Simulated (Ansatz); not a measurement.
**CH6O2Si (SMILES C[SiH](O)O), step by step**

Aim: a series of 16 runs (HF/STO-3G, UHF/STO-3G, HF/3-21G, UHF/3-21G, HF/6-31G*, B3LYP/6-31G*, PBE/def2-SVP, MP2/6-31G*) of CH6O2Si. 

The results are computed with Ansatz 0.2.0.

## (1) Starting point

CH6O2Si: 10 atoms, total charge 0, spin state singlet. SMILES: `C[SiH](O)O`. The shape is that of a PBE0-D4/def2-TZVP optimisation. This is one conformer, not always the lowest. The run starts from this shape.

Bond lengths: C1–Si2 1.852 Å, Si2–O3 1.647 Å, Si2–O4 1.646 Å, C1–H5 1.093 Å, C1–H6 1.093 Å, C1–H7 1.092 Å, Si2–H8 1.484 Å, O3–H9 0.958 Å, O4–H10 0.958 Å. Some angles: C1–Si2–O3 105.2°, C1–Si2–O4 112.8°, O3–Si2–O4 112.2°, C1–Si2–H8 113.0°, O3–Si2–H8 110.8°, O4–Si2–H8 103.1°, Si2–C1–H5 111.0°, Si2–C1–H6 110.6°, Si2–C1–H7 110.8°, Si2–O3–H9 117.2°.

## (2) A structure relaxation at HF/STO-3G (start density atoms) (run 1)

Input file molecule.yaml:

```yaml
crystal:
  periodic: [false, false, false]
  atoms:
    - symbol: C
      position_ang: [-1.293000, 0.347800, -0.146400]
    - symbol: Si
      position_ang: [0.517500, 0.180000, 0.206800]
    - symbol: O
      position_ang: [0.650400, -1.156000, 1.160800]
    - symbol: O
      position_ang: [1.425000, 0.058500, -1.161600]
    - symbol: H
      position_ang: [-1.681100, -0.549800, -0.635600]
    - symbol: H
      position_ang: [-1.853400, 0.489100, 0.780800]
    - symbol: H
      position_ang: [-1.484400, 1.203800, -0.797400]
    - symbol: H
      position_ang: [1.088600, 1.369900, 0.884700]
    - symbol: H
      position_ang: [1.521500, -1.366900, 1.499800]
    - symbol: H
      position_ang: [1.192100, -0.627600, -1.788900]
basis:
  gaussian: {orbitals: STO-3G}
hamiltonian: {xc: hf}
relax: {f_tol: 0.002}
output: {orbitals: {seedname: orbitals}}
```

On the command line:

```bash
$ ansatz run molecule.yaml --threads 1 --pin off --max-ram 3480MiB --events-out events.jsonl --progress --plain --runs-dir runs
```

The log of the run:

```text
Warning: RAYON_NUM_THREADS=1 ignored (pool sized by the plan → 1); use --threads N
The last accepted step is kept in runs//last_step.txt (removed where the run ends without a failure and the disk answers)
[... 62 lines left out ...]
Total energy: -12904.58140317 eV, -474.2346195270 hartree
[... 10 lines left out ...]
Dipole moment:    -0.034381     0.012960    -0.000743 e Å
```

Run time: 5.4 s. Hardware: 1 thread of Arm Neoverse V2, shared host; peak memory 0.1 GiB.

Step by step:

```
step  energy from the first frame kept (eV)  largest force (eV/Å)
   1                                 0.0000                1.8243
   2                                -0.1428                0.8681
   3                                -0.1845                0.5505
   4                                -0.1857                0.4201
   5                                -0.1988                0.1394
   6                                -0.1999                0.0445
   7                                -0.2001                0.0042
   8                                -0.2001                0.0014
```

After the run. Bond lengths: C1–Si2 1.854 Å, Si2–O3 1.673 Å, Si2–O4 1.672 Å, C1–H5 1.082 Å, C1–H6 1.082 Å, C1–H7 1.082 Å, Si2–H8 1.424 Å, O3–H9 0.984 Å, O4–H10 0.984 Å. Some angles: C1–Si2–O3 106.5°, C1–Si2–O4 112.5°, O3–Si2–O4 109.4°, C1–Si2–H8 111.6°, O3–Si2–H8 111.5°, O4–Si2–H8 105.4°, Si2–C1–H5 111.7°, Si2–C1–H6 110.8°, Si2–C1–H7 111.2°, Si2–O3–H9 108.3°.

## (3) Vibrational wavenumbers at HF/STO-3G (start density atoms) (run 2)

Input file job.yaml:

```yaml
crystal:
  periodic: [false, false, false]
  atoms:
    - {symbol: C, position_ang: [-1.289461, 0.365243, -0.159196]}
    - {symbol: Si, position_ang: [0.515119, 0.187856, 0.227047]}
    - {symbol: O, position_ang: [0.669798, -1.202421, 1.144983]}
    - {symbol: O, position_ang: [1.454314, 0.051911, -1.150038]}
    - {symbol: H, position_ang: [-1.675518, -0.505255, -0.672812]}
    - {symbol: H, position_ang: [-1.865525, 0.490180, 0.747917]}
    - {symbol: H, position_ang: [-1.472989, 1.227401, -0.786658]}
    - {symbol: H, position_ang: [1.018331, 1.327122, 0.916985]}
    - {symbol: H, position_ang: [1.611103, -1.289788, 1.418753]}
    - {symbol: H, position_ang: [1.118029, -0.703449, -1.683981]}
basis:
  gaussian: {orbitals: STO-3G}
total_charge: 0
hamiltonian: {xc: hf}
phonons: {temperatures: {t_min: 298.15, t_max: 298.15, t_step: 1}}
```

On the command line:

```bash
$ ansatz run job.yaml --threads 1 --pin off --max-ram 3480MiB --events-out events.jsonl --progress --plain --runs-dir runs
```

The log of the run:

```text
Warning: RAYON_NUM_THREADS=1 ignored (pool sized by the plan → 1); use --threads N
[... 326 lines left out ...]
Total energy: -12904.58144747 eV, -474.2346211551 hartree
[... 10 lines left out ...]
Dipole moment:    -0.034383     0.012959    -0.000744 e Å
Vibrations: 108.59 250.93 257.58 280.54 339.55 382.93 796.82 896.18 941.63 965.17 982.07 1126.34 1139.00 1302.16 1312.34 1681.15 1844.28 1845.54 2884.74 3570.85 3752.33 3753.10 4261.96 4263.36 cm⁻¹, zero-point energy 2.413918 eV
```

Run time: 21 s. Hardware: 1 thread of Arm Neoverse V2, shared host.

Runs 3 to 6 aren't shown in full; the table further down has their settings and results.

## (4) The doublet cation: a single-point energy at UHF/3-21G (start density atoms) (run 7)

Input file run.yaml:

```yaml
crystal:
  periodic: [false, false, false]
  atoms:
    - symbol: C
      position_ang: [-1.320810, 0.357306, -0.138695]
    - symbol: Si
      position_ang: [0.523548, 0.190890, 0.205726]
    - symbol: O
      position_ang: [0.703097, -1.147695, 1.180857]
    - symbol: O
      position_ang: [1.430827, 0.029951, -1.182279]
    - symbol: H
      position_ang: [-1.727722, -0.533669, -0.606355]
    - symbol: H
      position_ang: [-1.861789, 0.514214, 0.789107]
    - symbol: H
      position_ang: [-1.520064, 1.202689, -0.789848]
    - symbol: H
      position_ang: [1.046628, 1.408653, 0.853334]
    - symbol: H
      position_ang: [1.511550, -1.471713, 1.583574]
    - symbol: H
      position_ang: [1.297935, -0.601826, -1.892422]
basis:
  gaussian:
    orbitals: 3-21G.json
total_charge: 1
magnetization:
  spin_polarized: true
  initial_magnetization: 1
hamiltonian:
  xc: hf
```

The basis set 3-21G is read from a file made from the Basis Set Exchange's data (not shown).

On the command line:

```bash
$ ansatz run run.yaml --threads 1 --pin off --max-ram 3480MiB --events-out events.jsonl --progress --plain --runs-dir runs
```

The log of the run, cut to the lines that bear on the results:

```text
Warning: RAYON_NUM_THREADS=1 ignored (pool sized by the plan → 1); use --threads N
Functional definition: HF
  name "HF"
[...]
560 factors; integrals over basis functions are off by at most 9.4e-4 eV
[...]
mean field -12984.41312686 eV, -477.1683812607 hartree, gradient 1.2e-5 eV, S^2 0.758134; 3 other end points of the search recorded, 0 dependent functions left out
reference -12984.41312686 eV, -477.1683812607 hartree; 21, 20 occupied and 31, 32 virtual orbitals, 560 factors
Total energy: -12984.41312686 eV, -477.1683812607 hartree
```

Run time: 1.5 s. Hardware: 1 thread of Arm Neoverse V2, shared host; peak memory 0.11 GiB.

Runs 8 to 15 aren't shown in full; the table further down has their settings and results.

## (5) The harmonic vibrations at MP2/6-31G(d) (Cartesian functions, start density atoms) (run 16)

Input file in.yaml:

```yaml
crystal:
  periodic: [false, false, false]
  atoms:
    - {symbol: C, position_ang: [-1.295175, 0.349093, -0.149098]}
    - {symbol: Si, position_ang: [0.524451, 0.184695, 0.212485]}
    - {symbol: O, position_ang: [0.642355, -1.170153, 1.183498]}
    - {symbol: O, position_ang: [1.448138, 0.062352, -1.175459]}
    - {symbol: H, position_ang: [-1.683412, -0.545652, -0.644488]}
    - {symbol: H, position_ang: [-1.860697, 0.480657, 0.777255]}
    - {symbol: H, position_ang: [-1.493545, 1.208496, -0.795128]}
    - {symbol: H, position_ang: [1.094113, 1.377606, 0.882411]}
    - {symbol: H, position_ang: [1.532592, -1.371572, 1.512869]}
    - {symbol: H, position_ang: [1.174380, -0.626722, -1.801345]}
basis:
  gaussian:
    orbitals: "6-31G*"
phonons:
  temperatures: {t_min: 298.15, t_max: 298.15, t_step: 1}
magnetization:
  spin_polarized: false
correlation:
  method: mp2
```

On the command line:

```bash
$ ansatz run in.yaml --threads 1 --pin off --max-ram 3480MiB --events-out events.jsonl --progress --plain --runs-dir runs
```

The log of the run:

```text
Warning: RAYON_NUM_THREADS=1 ignored (pool sized by the plan → 1); use --threads N
[... 55 lines left out ...]
8 core orbitals not correlated: weight in the atoms' cores, before any rotation towards them, 1.000 or more for the frozen orbitals, at most 0.000 for the correlated occupied ones
[... 202 lines left out ...]
8 core orbitals not correlated: weight in the atoms' cores, before any rotation towards them, 1.000 or more for the frozen orbitals, at most 0.000 for the correlated occupied ones
[... 203 lines left out ...]
Dipole moment:    -0.018985    -0.171625    -0.086434 e Å
[... 1 line left out ...]
Checks for a lower state left out: cluster_reference
```

Wall time 1.8 min (1 thread of Arm Neoverse V2, shared host); peak memory 0.15 GiB.

## (6) The series

```
run                                                    level         task  walk f tol  partner  energy (Eh)  dipole moment (D)  wall time
  1                          HF/STO-3G (start density atoms)     optimise       0.002     base  -474.234620               0.18      5.4 s
  2                          HF/STO-3G (start density atoms)  frequencies           –     base  -474.234621               0.18       21 s
  3                         UHF/STO-3G (start density atoms)       energy           –   cation  -473.984549                  –     0.56 s
  4                         UHF/STO-3G (start density atoms)     optimise           –   cation  -474.026653                  –      9.9 s
  5                           HF/3-21G (start density atoms)     optimise       0.002     base  -477.541844               1.02      5.7 s
  6                           HF/3-21G (start density atoms)  frequencies           –     base  -477.541844               1.02       19 s
  7                          UHF/3-21G (start density atoms)       energy           –   cation  -477.168381                  –      1.5 s
  8                          UHF/3-21G (start density atoms)     optimise           –   cation  -477.216955                  –       23 s
  9     HF/6-31G* (Cartesian functions, start density atoms)     optimise       0.002     base  -480.099588               0.92       11 s
 10     HF/6-31G* (Cartesian functions, start density atoms)  frequencies           –     base  -480.099588               0.92       50 s
 11  B3LYP/6-31G* (Cartesian functions, start density atoms)     optimise       0.002     base  -481.748461               0.92       24 s
 12  B3LYP/6-31G* (Cartesian functions, start density atoms)  frequencies           –     base  -481.748461               0.92    1.8 min
 13                       PBE/def2-SVP (start density atoms)     optimise       0.002     base  -481.141336               0.94       24 s
 14                       PBE/def2-SVP (start density atoms)  frequencies           –     base  -481.141336               0.94       79 s
 15    MP2/6-31G* (Cartesian functions, start density atoms)     optimise       0.002     base  -480.672020               0.93       20 s
 16    MP2/6-31G* (Cartesian functions, start density atoms)  frequencies           –     base  -480.672020               0.93    1.8 min
```

## (7) What came out

| quantity | value |
| --- | --- |
| run 16, MP2/6-31G*: total energy | -480.67202 Eh |
| run 16, MP2/6-31G*: dipole moment (correlated density) | 0.93 D |
| run 16, MP2/6-31G*: correlation energy (8 core orbitals frozen) | -574.6 mEh |
| run 16, MP2/6-31G*: largest force on an atom | 0.002 eV/Å |
| run 16, MP2/6-31G*: lowest harmonic wavenumber | 144 cm⁻¹ |
| run 16, MP2/6-31G*: highest harmonic wavenumber | 3825 cm⁻¹ |
| run 16, MP2/6-31G*: zero-point energy | 199.2 kJ/mol |
| vertical ionisation energy (to the doublet cation), HF/STO-3G | 6.805 eV |
| vertical ionisation energy (to the doublet cation), HF/3-21G | 10.162 eV |
| adiabatic ionisation energy (to the doublet cation, no zero-point term), HF/STO-3G | 5.659 eV |
| adiabatic ionisation energy (to the doublet cation, no zero-point term), HF/3-21G | 8.841 eV |

**Reading.** At HF/STO-3G: removing an electron at fixed nuclei costs 6.80 eV (657 kJ/mol). In a minimal basis such a difference can be off by several eV, whatever the method. At HF/3-21G: removing an electron at fixed nuclei costs 10.16 eV (234 kcal/mol). At HF/STO-3G: the adiabatic ionisation energy (to the doublet cation, no zero-point term) is 5.66 eV (546 kJ/mol). At HF/3-21G: the adiabatic ionisation energy (to the doublet cation, no zero-point term) is 8.84 eV (853 kJ/mol). Totals of different functionals can't be ranked against each other. In runs 1, 2, 3, 4 the basis is minimal, so the values are rough. All runs together took 8.6 min, the longest 1.8 min.
